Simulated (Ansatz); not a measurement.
# C₂H₅ClOSn: a ladder of functionals and wavefunction methods

How much do the methods differ for C₂H₅ClOSn? The plan is to run it at one geometry with functionals of several rungs and with coupled cluster. The yardstick is the atomisation energy at the CCSD(T) limit.

Computed with Ansatz 0.2.0, Gaussian basis. Level: functionals in def2-TZVPP, the program's frozen cores in correlated methods.

The runs, in order: LDA (SPW92), PBE-D4, revPBE-D4, BLYP-D4, r2SCAN-D4, B97M-V, PBE0-D4, B3LYP-D4, r2SCANh-D4, r2SCAN0-D4, HSE06-D4, BHLYP-D4, CAM-B3LYP-D4, LC-ωPBE, ωB97X-V, ωB97M-V, B2PLYP, PBE-QIDH; CCSD(T)/def2-SVP; CCSD(T)/def2-TZVPP; MP2/def2-QZVPP; extrapolation to the limit; RPA on PBE.

## (1) Structure used throughout

All runs share one geometry, relaxed beforehand with PBE0-D4 in a triple-zeta def2 set. Sn takes the def2 core potential; no spin-orbit term is included.

10 atoms, charge 0, spin multiplicity 1.

Atoms are counted from 1 here; the program's logs count them from 0.

Bond lengths: C1–Sn2 2.189 Å, C1–H6 1.092 Å, C1–H7 1.090 Å, C1–H8 1.094 Å, Sn2–H9 1.778 Å, O3–C4 1.191 Å, C4–Cl5 1.724 Å, C4–H10 1.097 Å. Angles: Sn2–C1–H6 110.3°, Sn2–C1–H7 111.8°, Sn2–C1–H8 108.5°, H6–C1–H7 109.7°, H6–C1–H8 107.8°, H7–C1–H8 108.6°, C1–Sn2–H9 93.4°, O3–C4–Cl5 122.8°, O3–C4–H10 124.8°, Cl5–C4–H10 112.4°.

## (2) LDA

This LDA is Slater exchange with PW92 correlation.

in.yaml reads:

```yaml
crystal:
  periodic: [false, false, false]
  atoms:
    - {symbol: C, position_ang: [-1.346890, -1.097797, 1.116275]}
    - {symbol: Sn, position_ang: [0.603653, -0.130949, 1.343346]}
    - {symbol: O, position_ang: [0.429668, 0.654192, -1.059503]}
    - {symbol: C, position_ang: [1.091024, 1.573660, -1.426515]}
    - {symbol: Cl, position_ang: [1.081541, 2.139821, -3.054848]}
    - {symbol: H, position_ang: [-1.481852, -1.443132, 0.089606]}
    - {symbol: H, position_ang: [-2.164031, -0.429229, 1.388966]}
    - {symbol: H, position_ang: [-1.379192, -1.974341, 1.770594]}
    - {symbol: H, position_ang: [1.482720, -1.497229, 0.621203]}
    - {symbol: H, position_ang: [1.766460, 2.154005, -0.786224]}
basis:
  gaussian: {orbitals: def2-TZVPP}
hamiltonian: {xc: lda}
output: {orbitals: {seedname: orbitals}}
```

Started as:

```console
$ ansatz run in.yaml --threads 4 --pin off --events-out ev --progress --plain --max-ram 10444MiB
```

The runs that follow: PBE-D4 (GGA); revPBE-D4 (GGA); BLYP-D4 (GGA); r2SCAN-D4 (meta-GGA); B97M-V (meta-GGA); PBE0-D4 (hybrid); B3LYP-D4 (hybrid); r2SCANh-D4 (hybrid); r2SCAN0-D4 (hybrid); HSE06-D4 (hybrid); BHLYP-D4 (hybrid); CAM-B3LYP-D4 (range-separated); LC-ωPBE (range-separated); ωB97X-V (range-separated); ωB97M-V (range-separated); B2PLYP (double hybrid); PBE-QIDH (double hybrid); CCSD(T) in def2-SVP; CCSD(T) in def2-TZVPP; MP2 in def2-QZVPP; RPA on PBE orbitals.

Before running them: what should the planned runs give, taken together? Wanted: atomisation energy, CCSD(T)/CBS; farthest beyond LDA; mean size of error, GGA; mean size of error, meta-GGA; mean size of error, hybrid; mean size of error, range-separated; mean size of error, double hybrid; gap, smallest and largest; T1 diagnostic.

As calculated:

| quantity | value |
| --- | --- |
| atomisation energy, CCSD(T)/CBS | 34.939 eV |
| functionals within 0.349 eV (1.0 %) | revPBE-D4, BLYP-D4, r2SCAN-D4, B97M-V, PBE0-D4, B3LYP-D4, r2SCANh-D4, HSE06-D4, CAM-B3LYP-D4, ωB97X-V, ωB97M-V |
| farthest beyond LDA | BHLYP-D4 (-1.489 eV) |
| mean size of error, GGA | 0.392 eV |
| mean size of error, meta-GGA | 0.155 eV |
| mean size of error, hybrid | 0.443 eV |
| mean size of error, range-separated | 0.146 eV |
| mean size of error, double hybrid | 0.502 eV |
| gap, smallest and largest | 1.20 eV (LDA (SPW92)), 8.18 eV (LC-ωPBE) |
| T1 diagnostic | 0.0152 |
| triples share of the correlation energy | 3.9 % |

What this shows: The LDA atomisation energy is off by 5.681 eV (16 %): it overbinds. PBE-D4 is off by +0.976 eV. Double hybrids carry the basis error of their MP2 part in triple zeta, and no dispersion term here, so their miss is partly the set-up's. The rungs range-separated, meta-GGA miss on average by less than the doubt on the reference (0.349 eV), so they tie. Misses under about 0.349 eV are within the doubt on the reference itself, which lacks core-valence correlation, spin-orbit coupling and higher excitations, and its outer-core shells are covered unevenly. All levels share the lack of spin-orbit coupling, which lowers the free heavy atoms and so the true binding. Hartree-Fock recovers 69 % of the binding; the rest is correlation. CCSD(T) in def2-SVP is off by -2.130 eV, which most functionals beat. Orbital gaps span 1.2 to 8.2 eV; exact exchange widens them. Correlated methods include outer-core shells of Sn, which these sets cover unevenly.
